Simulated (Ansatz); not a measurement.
# NaGe− (singlet): the correlation ladder, aug-cc-pVDZ

One table from this session's results is given with a row withheld; the runs are named, their logs left out.

Computed with Ansatz 0.2.0, Gaussian basis. Level: aug-cc-pVDZ, core rule «outside noble gas», up to 19 orbitals frozen.

The runs, in order: UHF; CCSD(T) on RHF; CCSD(T) on UHF; BCCD(T) on RHF; CISD; CCSDT(Q) on RHF; CCSDT(Q) on UHF.

38 further runs of the same task are left out: 12 for a known fault of the program, 9 that didn't finish, 17 set aside as unsound or not needed.

## What is computed

The geometry is a PBE0/def2-TZVP stationary point (not a proven minimum) of the parent state, kept for this charge and spin. No spin-orbit coupling is included. The filled d shell of Ge may be among the frozen orbitals whatever the setting's name suggests; the logs give the count.

2 atoms, charge -1, spin multiplicity 1.

Atoms are counted from 1 here; the program's logs count them from 0.

Bond lengths: Ge1–Na2 2.818 Å.

The first run:

Contents of in.yaml:

```yaml
crystal:
  periodic: [false, false, false]
  atoms:
    - {symbol: Ge, position_ang: [0.000000, 0.000000, 0.000000]}
    - {symbol: Na, position_ang: [0.000000, 0.000000, 2.818200]}
basis:
  gaussian: {orbitals: aug-cc-pVDZ}
total_charge: -1
magnetization: {spin_polarized: true, initial_magnetization: 0}
hamiltonian: {xc: hf}
output: {orbitals: {seedname: orbitals}}
```

Run with:

```bash
> ansatz run in.yaml --threads 1 --pin off --events-out ev --progress --plain --max-ram 2393MiB
```

Among the steps run: UHF; CCSD(T) on RHF; CCSD(T) on UHF; BCCD(T) on RHF; CISD; CCSDT(Q) on RHF; CCSDT(Q) on UHF.

One table of the session follows, with a row left open; its other results are not shown here.

It belongs to the step «Misses and costs». 

| method | from RCCSDT(Q) (kcal/mol) |
| --- | --- |
| RHF | +85.86 |
| UHF | +45.17 |
| RMP2 | +24.06 |
| UMP2 | +11.43 |
| CISD | ? |
| RCCSD | +9.85 |
| UCCSD | -5.53 |
| RCCSD(T) | +4.39 |
| UCCSD(T) | -10.39 |
| BCCD(T) | +4.55 |
| RCCSDT | +1.90 |
| UCCSDT | -19.54 |
| RCCSDT(Q) | 0 |
| UCCSDT(Q) | -25.14 |

Q: Estimate the row for CISD from the others.

The run gave: from RCCSDT(Q) (kcal/mol): +16.17. In the column «from RCCSDT(Q) (kcal/mol)» it lies between UMP2 (+11.43) and RMP2 (+24.06).

The program flags UCCSD(T), UCCSDT(Q) as in doubt (see the logs), so those rows may rest on another solution; read them beside their warnings.

To keep in mind: The determinant is far from a pure spin state, so its energy mixes those of several spin states (harmless only where they are near-degenerate, as at dissociation). The program flags UCCSD(T), UCCSDT(Q) as in doubt, so those rows may rest on another solution; read them beside their warnings. Warnings: restricted reference is unstable; spin contamination; coupled cluster took another determinant than the lowest; large T1 diagnostic. Restricted and unrestricted rows rest on different reference determinants; where their highest levels disagree by more than a few hundredths of an eV, they describe different states and don't form one ladder.
